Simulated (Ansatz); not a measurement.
# CH5BGeO2: one species, many methods

An exercise on one series of results from a longer session: the logs are not shown, and one member is left open.

Method: functionals in def2-TZVPP, the program's frozen cores in correlated methods; program: Ansatz 0.2.0, Gaussian basis.

The runs, in order: LDA (SPW92), PBE-D4, revPBE-D4, BLYP-D4, r2SCAN-D4, B97M-V, PBE0-D4, B3LYP-D4, r2SCANh-D4, r2SCAN0-D4, HSE06-D4, BHLYP-D4, CAM-B3LYP-D4, LC-ωPBE, ωB97X-V, ωB97M-V, B2PLYP, PBE-QIDH; CCSD(T)/def2-SVP; CCSD(T)/def2-TZVPP; MP2/def2-QZVPP; extrapolation to the limit; RPA on PBE.

## The geometry

The geometry comes from an earlier relaxation with PBE0-D4 in a triple-zeta def2 set; it is a stationary point, not always the lowest conformer.

SMILES `BO[C](=O)[GeH3]`, 10 atoms, charge 0, spin multiplicity 1.

Atoms are counted from 1 here; the program's logs count them from 0.

Bond lengths: B1–O2 1.368 Å, B1–H6 1.193 Å, B1–H7 1.193 Å, O2–C3 1.379 Å, C3–O4 1.189 Å, C3–Ge5 1.996 Å, Ge5–H8 1.532 Å, Ge5–H9 1.533 Å, Ge5–H10 1.529 Å. Angles: O2–B1–H6 115.6°, O2–B1–H7 120.2°, H6–B1–H7 124.2°, B1–O2–C3 122.5°, O2–C3–O4 122.5°, O2–C3–Ge5 111.5°, O4–C3–Ge5 126.0°, C3–Ge5–H8 108.1°, C3–Ge5–H9 108.0°, C3–Ge5–H10 107.4°, H8–Ge5–H9 110.1°, H8–Ge5–H10 111.6°, H9–Ge5–H10 111.5°.

The first run:

Contents of in.yaml:

```yaml
crystal:
  periodic: [false, false, false]
  atoms:
    - {symbol: B, position_ang: [-1.172902, 1.311905, -1.332433]}
    - {symbol: O, position_ang: [-0.889617, 0.299703, -0.457632]}
    - {symbol: C, position_ang: [0.336306, -0.329953, -0.425418]}
    - {symbol: O, position_ang: [0.998421, -0.491019, -1.399966]}
    - {symbol: Ge, position_ang: [0.780673, -0.969210, 1.412652]}
    - {symbol: H, position_ang: [-2.305944, 1.684914, -1.339186]}
    - {symbol: H, position_ang: [-0.305676, 1.791900, -1.995462]}
    - {symbol: H, position_ang: [-0.304800, -1.958969, 1.848662]}
    - {symbol: H, position_ang: [0.791482, 0.246083, 2.347315]}
    - {symbol: H, position_ang: [2.155056, -1.636454, 1.344466]}
basis:
  gaussian: {orbitals: def2-TZVPP}
hamiltonian: {xc: lda}
output: {orbitals: {seedname: orbitals}}
```

Steps of the session up to this table: LDA; PBE-D4 (GGA); revPBE-D4 (GGA); BLYP-D4 (GGA); r2SCAN-D4 (meta-GGA); B97M-V (meta-GGA); PBE0-D4 (hybrid); B3LYP-D4 (hybrid); r2SCANh-D4 (hybrid); r2SCAN0-D4 (hybrid); HSE06-D4 (hybrid); BHLYP-D4 (hybrid); CAM-B3LYP-D4 (range-separated); LC-ωPBE (range-separated); ωB97X-V (range-separated); ωB97M-V (range-separated); B2PLYP (double hybrid); PBE-QIDH (double hybrid).

One table of the session follows, with a row left open; its other results are not shown here.

It belongs to the step «Orbital energies across the functionals». 

| functional | HOMO (eV) | LUMO (eV) | gap (eV) |
| --- | --- | --- | --- |
| LDA (SPW92) | -6.86 | -2.91 | 3.95 |
| PBE-D4 | -6.66 | -2.62 | 4.04 |
| revPBE-D4 | -6.58 | -2.51 | 4.07 |
| BLYP-D4 | -6.55 | -2.47 | 4.08 |
| r2SCAN-D4 | -6.93 | -2.32 | 4.61 |
| B97M-V | -7.07 | -2.32 | 4.75 |
| PBE0-D4 | ? | ? | ? |
| B3LYP-D4 | -7.87 | -1.77 | 6.10 |
| r2SCANh-D4 | -7.48 | -1.92 | 5.55 |
| r2SCAN0-D4 | -8.30 | -1.34 | 6.96 |
| HSE06-D4 | -7.69 | -1.91 | 5.79 |
| BHLYP-D4 | -9.48 | -0.36 | 9.12 |
| CAM-B3LYP-D4 | -9.50 | -0.36 | 9.13 |
| LC-ωPBE | -10.78 | 0.86 | 11.64 |
| ωB97X-V | -10.46 | 0.78 | 11.23 |
| ωB97M-V | -10.39 | 0.58 | 10.97 |

Q: Estimate the row for PBE0-D4 from the others.

The run gave: HOMO (eV): -8.10; LUMO (eV): -1.52; gap (eV): 6.58. In the column «HOMO (eV)» it lies between r2SCAN0-D4 (-8.30) and B3LYP-D4 (-7.87).
